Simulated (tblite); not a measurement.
# C5H12GeN2Si: the cost of one run

Programs: tblite 0.8.0 and PySCF 2.14.0, with density-fitted response routines of our own. Each step states its level of theory. These are calculated values for one molecule in the gas phase, unless marked as measured. Atoms count from 0, in the outputs and in this text.

### 1 Starting geometry

21 atoms, charge 0, multiplicity 1; geometry from: force field or distance geometry start.

Bonds of the start (Å): C0–Si1 1.87, Si1–Ge2 2.28, Ge2–N3 1.88, Si1–N4 1.79, N4–C5 1.33, C5–C6 1.38, C6–C7 1.37, C7–C8 1.37, C8–N4 1.37, C0–H9 1.12, C0–H10 1.12, C0–H11 1.09, Si1–H12 1.47, Ge2–H13 1.56, Ge2–H14 1.58, N3–H15 1.02, N3–H16 1.02, C5–H17 1.09, C6–H18 1.08, C7–H19 1.09, C8–H20 1.09.

### 2 Geometry optimisation with GFN2-xTB

Job settings and geometry (Å):

```
{"job": {"kind": "relax", "xc": "GFN2-xTB", "basis": "xTB"}, "charge": 0, "multiplicity": 1}
C     -1.060500    -2.140700    -0.821300
Si    -0.785800    -0.309700    -0.562100
Ge    -2.149000     0.430400     1.112700
N     -2.520300     2.263700     0.930000
N      0.951700    -0.042200    -0.227200
C      1.612800    -0.072300     0.931100
C      2.938200     0.208000     0.647100
C      3.083100     0.411200    -0.700100
C      1.833600     0.245900    -1.237000
H     -0.512000    -2.682800    -0.007000
H     -2.162800    -2.320100    -0.780600
H     -0.675400    -2.372800    -1.812000
H     -1.170900     0.376000    -1.798800
H     -1.648100     0.059800     2.537900
H     -3.546100    -0.263600     0.886400
H     -1.668100     2.803900     1.110400
H     -3.030100     2.447800     0.061100
H      1.162900    -0.285700     1.904300
H      3.758400     0.267500     1.347500
H      4.009400     0.646100    -1.232800
H      1.569900     0.346500    -2.290000
```

The run is started by

```sh
$ OMP_NUM_THREADS=1 python probes_run.py task.json out
```

This one command runs all jobs of the session in turn.

**Question.** How long does this first job take on 1 thread of Arm Neoverse N1, shared host?

About 2.9 s.
